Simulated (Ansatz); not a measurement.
# GaS2: the cost of one run

Computed with Ansatz 0.2.0 (DFT PBE, scalar-relativistic, plane waves, PAW, unless a step's input says otherwise).

1 further run of the same task is left out (it didn't finish).

### 1 The starting structure

The structure is trigonal, space group R3m (No. 160). Conventional cell: a = 3.215 Å, b = 3.215 Å, c = 18.672 Å, α = 90.00°, β = 90.00°, γ = 120.00°. Ga (site symmetry 3m) has 6 S at 2.40 Å as nearest neighbours. S (site symmetry 3m) has 3 Ga at 2.40 Å as nearest neighbours.

As a file:

```xyz
3
Lattice="1.6075 0.9281 6.2240 -1.6075 0.9281 6.2240 0.0000 -1.8562 6.2240" Properties=species:S:1:pos:R:3 pbc="T T T"
Ga    0.0000    0.0000    0.0000
S     0.0000    0.0000   13.9741
S     0.0000    0.0000   10.9212
```

This is candidate A: 3R molybdenite type (R3m, No. 160).

(A quick probe on a coarse mesh, which set the mesh and smearing, is not shown.)

### 3 A loose first relaxation (candidate A)

The input, input.yaml:

```yaml
crystal:
  lattice:
    - [1.6074957484, 0.928088103, 6.2239802215]
    - [-1.6074957484, 0.928088103, 6.2239802215]
    - [0.0, -1.8561762061, 6.2239802215]
  atoms:
    - { symbol: Ga, position: [0.0, 0.0, 0.0] }
    - { symbol: S, position: [0.7484, 0.7484, 0.7484] }
    - { symbol: S, position: [0.5849, 0.5849, 0.5849] }
basis:
  ecutwfc: 420
kpoints:
  mp_grid: { grid: [6, 6, 6] }
hamiltonian:
  xc: pbe
scf:
  occupations: { method: gaussian, width: 0.1 }
  lower_state_search: "off"
output:
  forces: true
  stress: true
  eigenvalues: true
relax:
  adjacent_minimum: "off"
  f_tol: 0.04
  max_steps: 70
  cell: { stress_tol: 0.4 }
```

The run is started by

```bash
$ ansatz run input.yaml --threads 1 --pin off --max-ram 2560MiB --backend cpu --events-out ev --progress --plain --runs-dir out
```

Q: Estimate wall time and peak memory on 1 thread of Arm Neoverse V1, shared host.

About 33 s, with a peak of 0.34 GiB.
